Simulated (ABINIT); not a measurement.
SiO, 2 atoms in the cell. The structure is cubic, space group F-43m (No. 216). Conventional cell: a = 4.867 Å, b = 4.867 Å, c = 4.867 Å, α = 90.00°, β = 90.00°, γ = 90.00°. Around Si (site symmetry -43m) lie 4 O at 2.11 Å. O (site symmetry -43m) is surrounded by 4 Si at 2.11 Å. The cell was built by a generator and needn't be a form met in nature.

```yaml
Program: ABINIT 10.8.3 (patched build)
Task: single point
Functional: PBEsol
Potentials_or_basis: JTH PAW PBE v2.0
Cutoff: 626 eV
k_mesh: 7 × 7 × 7
Occupations: fermi-dirac, width 0.05 eV
Spin: no spin polarisation
Fine-grid_cutoff: 1224.51 eV
```

Potentials or basis: JTH PAW PBE v2.0.

Command:

```bash
$ abinit run.abi > log 2>&1
```

Hardware: 1 thread of Intel(R) Xeon(R) 6975P-C (Granite Rapids), on a shared host.

Q: How long does it take, and how much memory?

A: Wall time 8.9 s on 1 thread of Intel(R) Xeon(R) 6975P-C (Granite Rapids), with other jobs on the host, peak memory 0.09 GiB. Counts: scf iterations 13, mpi ranks 1, k points 20, bands 9, plane waves 1032.
